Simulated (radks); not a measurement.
**Filling a hard-walled sphere of radius 11.6 bohr*: electrons 1 to 3**

Which level does each new electron take in a hard-walled sphere of radius 11.6 bohr*, and at which counts is the dot hardest to charge further? Each count tries a few candidate levels and keeps the lowest.

The numbers are computed with radks (version 2): non-relativistic spin-polarised Kohn-Sham, PBE, spherically averaged shells.

## 1. The system

| Quantity | Value |
| --- | --- |
| well | a hard-walled sphere of radius 11.6 bohr* |
| functional | PBE |
| levels | named by radial order: 1s, 1p, 1d, 2s, 1f and so on |
| units | effective atomic units, hartree* and bohr* |
| configuration carried in | none |

Further steps of the session: Electron number 1; Electron number 2; N = 3.

What does the calculation give? Wanted: closed shells at N; most unpaired electrons; configuration at N = 2.

**Answer**, as computed:

| quantity | value |
| --- | --- |
| closed shells at N | 2 |
| most unpaired electrons | 1 at N = 1 |
| configuration at N = 2 | 1s2 |

**Reading.** All occupied shells are full at N = 2. The model keeps every shell spherical, so real clusters and dots, which can deform, may order levels otherwise.
